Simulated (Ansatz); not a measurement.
# NaBH4: the cost of one run

Computed with Ansatz 0.2.0 (DFT PBEsol, scalar-relativistic, plane waves, PAW, unless a step's input says otherwise).

## 1. The system as given

Symmetry: P-42_1c, No. 114, tetragonal system. Conventional cell: a = 4.276 Å, b = 4.276 Å, c = 5.799 Å, α = 90.00°, β = 90.00°, γ = 90.00°. Around Na (site symmetry -4) lie 12 H at 2.42 to 2.55 Å. B (site symmetry -4) has 4 H at 1.22 Å as nearest neighbours. H (site symmetry 1) is surrounded by 1 B at 1.22 Å.

As a file:

```
CELL_PARAMETERS angstrom
4.27632 0.00000 0.00000
0.00000 4.27632 0.00000
0.00000 0.00000 5.79883
ATOMIC_POSITIONS crystal
Na 0.50000 0.50000 0.50000
Na 0.00000 0.00000 0.00000
B 0.50000 0.50000 0.00000
B 0.00000 0.00000 0.50000
H 0.99142 0.23321 0.37928
H 0.00858 0.76679 0.37928
H 0.23321 0.00858 0.62072
H 0.49142 0.26679 0.12072
H 0.26679 0.50858 0.87928
H 0.76679 0.99142 0.62072
H 0.73321 0.49142 0.87928
H 0.50858 0.73321 0.12072
```

The structure comes from the Materials Project (structure only).

(A quick probe on a coarse mesh, which set the mesh and smearing, is not shown.)

## 3. Relaxing cell and atoms

The input, input.yaml:

```yaml
crystal:
  lattice:
    - [4.27632389, 0.0, 0.0]
    - [0.0, 4.27632389, 0.0]
    - [0.0, 0.0, 5.79882743]
  atoms:
    - { symbol: Na, position: [0.5, 0.5, 0.5] }
    - { symbol: Na, position: [0.0, 0.0, 0.0] }
    - { symbol: B, position: [0.5, 0.5, 0.0] }
    - { symbol: B, position: [0.0, 0.0, 0.5] }
    - { symbol: H, position: [0.99141903, 0.23321254, 0.37927869] }
    - { symbol: H, position: [0.00858097, 0.76678746, 0.37927869] }
    - { symbol: H, position: [0.23321254, 0.00858097, 0.62072131] }
    - { symbol: H, position: [0.49141903, 0.26678746, 0.12072131] }
    - { symbol: H, position: [0.26678746, 0.50858097, 0.87927869] }
    - { symbol: H, position: [0.76678746, 0.99141903, 0.62072131] }
    - { symbol: H, position: [0.73321254, 0.49141903, 0.87927869] }
    - { symbol: H, position: [0.50858097, 0.73321254, 0.12072131] }
basis:
  ecutwfc: 420
kpoints:
  mp_grid: { grid: [6, 6, 4] }
hamiltonian:
  xc: pbesol
scf:
  occupations: { method: gaussian, width: 0.02 }
output:
  forces: true
  stress: true
  eigenvalues: true
relax:
  adjacent_minimum: "off"
  f_tol: 0.005
  max_steps: 80
  cell: { stress_tol: 0.05 }
```

On the command line:

```console
> ansatz run input.yaml --threads 4 --pin off --max-ram 10240MiB --backend cpu --events-out ev --progress --plain --runs-dir out
```

**Question.** How long does this run take on 4 threads of Arm Neoverse V1, shared host, and how much memory does it need?

About 14 s, with a peak of 0.4 GiB.
